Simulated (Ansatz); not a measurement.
# HfH3: the cost of one run

All numbers are computed with the Python package of Ansatz 0.2.0. The levels of theory stand in the script.

## (1) The system

The structure is cubic, space group Pm-3m (No. 221). Conventional cell: a = 3.085 Å, b = 3.085 Å, c = 3.085 Å, α = 90.00°, β = 90.00°, γ = 90.00°. Around Hf (site symmetry m-3m) lie 12 H at 2.18 Å. H (site symmetry 4/mmm) is surrounded by 4 Hf at 2.18 Å and 8 H at 2.18 Å.

Input file hfh3.cif:

```cif
data_HfH3
_cell_length_a 3.084554
_cell_length_b 3.084554
_cell_length_c 3.084554
_cell_angle_alpha 90.00000
_cell_angle_beta 90.00000
_cell_angle_gamma 90.00000
_symmetry_space_group_name_H-M 'P 1'
_symmetry_Int_Tables_number 1
loop_
_symmetry_equiv_pos_as_xyz
'x, y, z'
loop_
_atom_site_label
_atom_site_type_symbol
_atom_site_fract_x
_atom_site_fract_y
_atom_site_fract_z
Hf1 Hf    0.000000    0.000000    0.000000
H2 H    0.000000    0.500000    0.500000
H3 H    0.500000    0.000000    0.500000
H4 H    0.500000    0.500000    0.000000
```

## (2) Script

File lattice_hfh3.py:

```python
"""Relaxed cell of HfH3 under several functionals."""

import ansatz
from ase.io import read
import numpy as np

def edges_and_angles(cell):
    cell = np.asarray(cell)
    a, b, c = np.linalg.norm(cell, axis=1)
    cosines = cell[1] @ cell[2] / (b * c), cell[0] @ cell[2] / (a * c), cell[0] @ cell[1] / (a * b)
    return (a, b, c, *np.degrees(np.arccos(cosines)))

atoms = read("hfh3.cif")
xtal = ansatz.Crystal.from_ase(atoms)

calculation = (
    xtal.calculation()
    .kpoints(mesh=(7, 7, 7))
    .basis(550)
    .occupations("cold")
    .relax(cell=True, force_tolerance=0.02)
)

levels = [("pbesol", "d3bj"), ("lda", "none"), ("blyp", "d3bj")]
print("level            a       b       c    alpha   beta  gamma  V/atom  steps")
for name, dispersion in levels:
    seen = []
    run = calculation.functional(name, dispersion=dispersion).session().plan()
    out = run.execute(on_event=lambda e: seen.append(e) if e["event"] == "relax_step" else None)
    cell = out.lattice.cell_ang
    label = name if dispersion == "none" else f"{name}+{dispersion}"
    print("{:13s} {:7.4f} {:7.4f} {:7.4f} {:6.2f} {:6.2f} {:6.2f}".format(label, *edges_and_angles(cell)), f"{abs(np.linalg.det(cell)) / len(out.lattice.sites):7.3f} {len(seen):5d}")
```

## (3) What the engine is handed

The engine receives this input (first run):

```yaml
crystal:
  lattice:
    - [3.084554, 0.0, 0.0]
    - [0.0, 3.084554, 0.0]
    - [0.0, 0.0, 3.084554]
  atoms:
    - { symbol: Hf, position: [0.0, 0.0, 0.0] }
    - { symbol: H, position: [0.0, 0.5, 0.5] }
    - { symbol: H, position: [0.5, 0.0, 0.5] }
    - { symbol: H, position: [0.5, 0.5, 0.0] }
basis:
  ecutwfc: 550.0
kpoints:
  mp_grid:
    grid: [7, 7, 7]
hamiltonian:
  xc: pbesol
  dispersion: d3bj
scf:
  occupations:
    method: cold
relax:
  f_tol: 0.02
  cell: {}
```

## (4) The run

The run is started by

```console
> python lattice_hfh3.py
```

**Question.** How long does this script take on 1 thread of Intel Xeon Platinum 8488C (Sapphire Rapids), shared host, and how much memory does it need?

About 12 s, with a peak of 0.48 GiB.
